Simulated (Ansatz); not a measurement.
# Ni: the cost of one run

Method: DFT PBEsol, scalar-relativistic, plane waves, PAW, in Ansatz 0.2.0.

1 further run of the same task is left out (set aside as unsound or not needed).

**1. The system as given**

Symmetry: Fm-3m, No. 225, cubic system. Conventional cell: a = 3.463 Å, b = 3.463 Å, c = 3.463 Å, α = 90.00°, β = 90.00°, γ = 90.00°. Ni (site symmetry m-3m) is surrounded by 12 Ni at 2.45 Å.

Coordinates:

```cif
data_structure
_symmetry_space_group_name_H-M 'P 1'
_symmetry_Int_Tables_number 1
_cell_length_a 2.4488
_cell_length_b 2.4488
_cell_length_c 2.4488
_cell_angle_alpha 60.000
_cell_angle_beta 60.000
_cell_angle_gamma 60.000
_cell_volume 10.38
loop_
_atom_site_label
_atom_site_type_symbol
_atom_site_fract_x
_atom_site_fract_y
_atom_site_fract_z
_atom_site_occupancy
Ni1 Ni 0.00000 0.00000 0.00000 1
```

This cell was relaxed beforehand with the same method: volume 10.38 Å³/atom, gap on the mesh none (metal), site moments up to 0.7 μB.

**2. Building the Σ3 (111) boundary, mirror on a plane, shift [0, 0]**

One grain is mirrored in the boundary plane and shifted (fractions of the plane's cell), atoms that come too close are joined, and the cell holds two boundaries. Atoms and the cell's height relax; energies count from the bulk on a matched mesh, -5804.9742 eV an atom.

The cell holds 18 Ni: a = 2.449 Å, b = 2.449 Å, c = 35.990 Å, α = 90.00°, β = 90.00°, γ = 120.00°.

**3. The relaxation run**

File input.yaml:

```yaml
crystal:
  lattice:
    - [2.4488137016, 0.0, 0.0]
    - [-1.2244068508, 2.1207348747, 0.0]
    - [0.0, 0.0, 35.9900642636]
  atoms:
    - { symbol: Ni, position: [0.0, 0.0, 0.0], spin: 0.73 }
    - { symbol: Ni, position: [0.3333333333, 0.6666666667, 0.0555555556], spin: 0.73 }
    - { symbol: Ni, position: [0.6666666667, 0.3333333333, 0.1111111111], spin: 0.73 }
    - { symbol: Ni, position: [0.0, 0.0, 0.1666666667], spin: 0.73 }
    - { symbol: Ni, position: [0.3333333333, 0.6666666667, 0.2222222222], spin: 0.73 }
    - { symbol: Ni, position: [0.6666666667, 0.3333333333, 0.2777777778], spin: 0.73 }
    - { symbol: Ni, position: [0.0, 0.0, 0.3333333333], spin: 0.73 }
    - { symbol: Ni, position: [0.3333333333, 0.6666666667, 0.3888888889], spin: 0.73 }
    - { symbol: Ni, position: [0.6666666667, 0.3333333333, 0.4444444444], spin: 0.73 }
    - { symbol: Ni, position: [0.3333333333, 0.6666666667, 0.9444444444], spin: 0.73 }
    - { symbol: Ni, position: [0.6666666667, 0.3333333333, 0.8888888889], spin: 0.73 }
    - { symbol: Ni, position: [0.0, 0.0, 0.8333333333], spin: 0.73 }
    - { symbol: Ni, position: [0.3333333333, 0.6666666667, 0.7777777778], spin: 0.73 }
    - { symbol: Ni, position: [0.6666666667, 0.3333333333, 0.7222222222], spin: 0.73 }
    - { symbol: Ni, position: [0.0, 0.0, 0.6666666667], spin: 0.73 }
    - { symbol: Ni, position: [0.3333333333, 0.6666666667, 0.6111111111], spin: 0.73 }
    - { symbol: Ni, position: [0.6666666667, 0.3333333333, 0.5555555556], spin: 0.73 }
    - { symbol: Ni, position: [0.0, 0.0, 0.5], spin: 0.73 }
basis:
  ecutwfc: 420
kpoints:
  mp_grid: { grid: [18, 18, 1] }
hamiltonian:
  xc: pbesol
scf:
  occupations: { method: gaussian, width: 0.1 }
  lower_state_search: "off"
output:
  forces: true
  stress: true
  eigenvalues: true
  populations: true
magnetization:
  spin_polarized: true
relax:
  adjacent_minimum: "off"
  f_tol: 0.02
  max_steps: 60
  cell: { fix: [a, b, alpha, beta, gamma], stress_tol: 0.1 }
```

On the command line:

```bash
$ ansatz run input.yaml --threads 2 --pin off --max-ram 5120MiB --backend cpu --events-out ev --progress --plain --runs-dir out
```

What time and memory should one allow on 2 threads of AMD EPYC 7R43 (Zen 3), shared host?

About 15 min, with a peak of 2.1 GiB.
